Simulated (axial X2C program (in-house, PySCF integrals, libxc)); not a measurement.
**CoCN: the levels of the configuration d8 s0**

Which Ω levels does CoCN have in the configuration d8 s0, and how far apart?

The runs use an in-house X2C program for linear molecules on PySCF integrals; two-component X2C, average-of-configuration Hartree–Fock and CI in the open shells.

All values are calculated.

## Step 1: Input

The input, task.json:

```json
{"zs": [27, 6, 7], "q": 0, "bas": ["dyall-v3z", "dyall-v3z", "dyall-av3z"], "r0": 1.86, "metal": 0, "shells": [[2, [0, 1, 2], 8], [0, [0], 0]], "fix": 0, "emax": 3.2, "nroots": 4, "r2": 1.16}
```

Keys: zs atomic numbers; q charge; bas basis sets; r0 starting distance in Å; metal index of the metal atom; shells open shells as [l, |m| values, electrons]; fix electron count of the first shell held; emax energy window in eV; nroots roots for each Ω; r2 second bond in Å, held.

Launch:

```
python soci.py task.json out
```

Two-component X2C with atomic mean-field Coulomb and Gaunt terms, basis Co dyall-v3z, C dyall-v3z, N dyall-av3z (cores contracted in-house). Orbitals come from Hartree–Fock averaged over the configuration Co d8 s0; CI then distributes these electrons over the d, s shells of Co.

## Step 2: CI at Co–C–N held linear, bonds 2.005 and 1.160 Å (the second held)

Output:

```text
average of configuration d8 s0
basis functions 207  fitting functions 1155
iter      average energy  largest gradient
   1      -1481.229086222   4.26e+00
   2      -1482.748519254   2.51e+00
   3      -1483.639404299   8.08e-01
   4      -1483.771507103   2.88e-01
   5      -1483.796671540   1.29e-01
   6      -1483.803659151   9.80e-02
   7      -1483.805529149   3.50e-02
   8      -1483.806071886   1.53e-02
   9      -1483.806258198   5.92e-03
  10      -1483.806281154   3.81e-03
  11      -1483.806290339   3.13e-03
  12      -1483.806293596   1.29e-03
  13      -1483.806295402   1.01e-03
  14      -1483.806296198   4.22e-04
  15      -1483.806296403   4.47e-04
  16      -1483.806296440   8.03e-05
  17      -1483.806296447   5.08e-05
  18      -1483.806296448   1.29e-05
converged
CI levels
2*Omega        energy/Eh    cm-1   g(par)  dipole/D  leading shell counts
    6     -1483.85714464        0   7.786   -8.957  {'8 0': 1.0}
    4     -1483.85633951      177   4.475   -8.952  {'8 0': 1.0}
    8     -1483.85555599      349  10.004   -8.954  {'8 0': 0.999}
    2     -1483.85510604      447   1.557   -8.944  {'8 0': 0.999}
    0     -1483.85421666      643   0.000   -8.935  {'8 0': 0.999}
    6     -1483.85190740     1149   6.218   -8.955  {'8 0': 0.999}
    2     -1483.85176949     1180   1.675   -8.946  {'8 0': 0.999}
    4     -1483.85174530     1185   5.206   -8.945  {'8 0': 0.999}
    0     -1483.85089066     1373   0.000   -8.939  {'8 0': 0.999}
    4     -1483.84899677     1788   2.322   -8.955  {'8 0': 0.999}
    2     -1483.84841771     1915   2.769   -8.937  {'8 0': 0.999}
    0     -1483.84750940     2115   0.000   -8.934  {'8 0': 0.999}
    0     -1483.79607872    13402   0.000   -8.960  {'8 0': 0.999}
    2     -1483.79246733    14195   2.057   -8.947  {'8 0': 0.999}
    4     -1483.79004962    14726   4.167   -8.937  {'8 0': 0.999}
    0     -1483.77953578    17033   0.000   -8.904  {'8 0': 0.991}
    0     -1483.77840090    17282   0.000   -8.899  {'8 0': 0.993}
    0     -1483.77712073    17563   0.000   -8.912  {'8 0': 0.992}
    0     -1483.75800079    21760   0.000   -8.929  {'8 0': 0.999}
    8     -1483.75745281    21880   8.001   -8.968  {'8 0': 0.995}
    6     -1483.75464510    22496   6.001   -8.947  {'8 0': 0.998}
```

Dipoles in the output refer to the first atom as origin.

Wall time 1.9 s (1 thread of AMD EPYC 7R43 (Zen 3), shared host); peak memory 0.36 GiB.

Active spinors (ω > 0; filled shells left out):

```
shell    ω  ε (eV)           character
    d  3/2   -8.79           100% Co d
    d  1/2   -8.69            98% Co d
    d  5/2   -8.61           100% Co d
    d  3/2   -8.57            99% Co d
    d  1/2   -8.05   92% Co d, 5% Co s
    s  1/2   -0.58  46% Co s, 46% Co p
```

The levels:

```
Ω  energy (cm⁻¹)     g∥  μ (D)  configuration
3              0   7.79  -8.96        100% d8
2            177   4.48  -8.95        100% d8
4            349  10.00  -8.95        100% d8
1            447   1.56  -8.94        100% d8
0            643   0.00  -8.94        100% d8
3           1149   6.22  -8.96        100% d8
1           1180   1.67  -8.95        100% d8
2           1185   5.21  -8.94        100% d8
0           1373   0.00  -8.94        100% d8
2           1788   2.32  -8.96        100% d8
1           1915   2.77  -8.94        100% d8
0           2115   0.00  -8.93        100% d8
0          13402   0.00  -8.96        100% d8
1          14195   2.06  -8.95        100% d8
2          14726   4.17  -8.94        100% d8
0          17033   0.00  -8.90         99% d8
0          17282   0.00  -8.90         99% d8
0          17563   0.00  -8.91         99% d8
0          21760   0.00  -8.93        100% d8
4          21880   8.00  -8.97        100% d8
```

g∥ is the magnitude of 2⟨Lz + ge Sz⟩ for the +Ω component. μ is positive if the N end is positive.

## Step 3: The same at Co–C–N held linear, bonds 1.865 and 1.160 Å (the second held)

```
Ω  energy (cm⁻¹)     g∥  μ (D)  configuration
3              0   7.69  -8.48        100% d8
4            136  10.00  -8.46        100% d8
2            256   4.25  -8.47        100% d8
1            618   1.15  -8.46        100% d8
0            916   0.00  -8.43        100% d8
3            968   6.31  -8.47        100% d8
1           1327   1.94  -8.45        100% d8
2           1341   4.62  -8.45        100% d8
0           1650   0.00  -8.44        100% d8
2           1652   3.13  -8.46        100% d8
```

## Step 4: Curves along the Co–C bond, the other held

The same input was run at the other distances (logs left out). Energies in cm⁻¹ from the lowest point; levels are followed by energy order within each Ω.

```
R (Å)  (1)Ω=3  (1)Ω=2  (1)Ω=4  (1)Ω=1  (1)Ω=0  (2)Ω=3  (2)Ω=1
1.865    1046    1302    1182    1664    1962    2013    2373
1.935     237     452     492     768    1009    1305    1483
2.005       0     177     349     447     643    1149    1180
2.085     249     384     674     607     760    1466    1366
2.165     897     993    1371    1175    1295    2158    1961
2.256    1967    2023    2470    2164    2255    3254    2979
2.366    3557    3573    4068    3673    3738    4850    4515
```

Constants where the minimum is well bracketed:

```
level of the curve  Te (cm⁻¹)  Re (Å)  ωe (cm⁻¹)
            (1)Ω=3          0   2.005      403.4
            (1)Ω=2        175   2.011      399.1
            (1)Ω=4        341   1.992      403.2
            (1)Ω=1        439   2.019      394.7
            (1)Ω=0        625   2.026      393.4
            (2)Ω=3       1144   1.993      403.8
            (2)Ω=1       1175   2.015      400.2
```

## Step 5: What came out

| quantity | value |
| --- | --- |
| lowest level of the model | Ω = 3, g∥ = 7.79, 100% d8 |
| next level | Ω = 2, 177 cm⁻¹ higher |
| lowest curve, Re and ωe | 2.005 Å, 403.4 cm⁻¹ |

In the lowest level ⟨Sz⟩ = 0.89 and ⟨Lz⟩ = 2.11; its leading determinant has weight 0.94 among 39. From 2.005 to 1.865 Å the gap from the lowest to the fifth level goes from 643 to 916 cm⁻¹. Without dynamic correlation distances can be off by several hundredths of an Å, and the wavenumbers are rough. There is no dynamic correlation: spin–orbit spacings and, for f shells, spacings inside one term are the most reliable numbers, splittings between terms come out too wide, and energies between configurations are not reliable, so the lowest level need not be the ground state of the molecule. For d shells the ligand-field splittings (σ, π, δ) and their order can be off by a thousand cm⁻¹ or more. At most 4 roots were kept for each Ω > 0 (twice that for Ω = 0) within 3.2 eV of the lowest, so higher up levels can be missing between those listed; levels with Ω > 0 are doubly degenerate and listed once, Ω = 0 levels singly. Some active spinors are only partly of the character that their shell is named for, so the shell names and counts are nominal. States that fill the shells left empty in the average are placed too high. The molecule was held linear; bending was not examined.
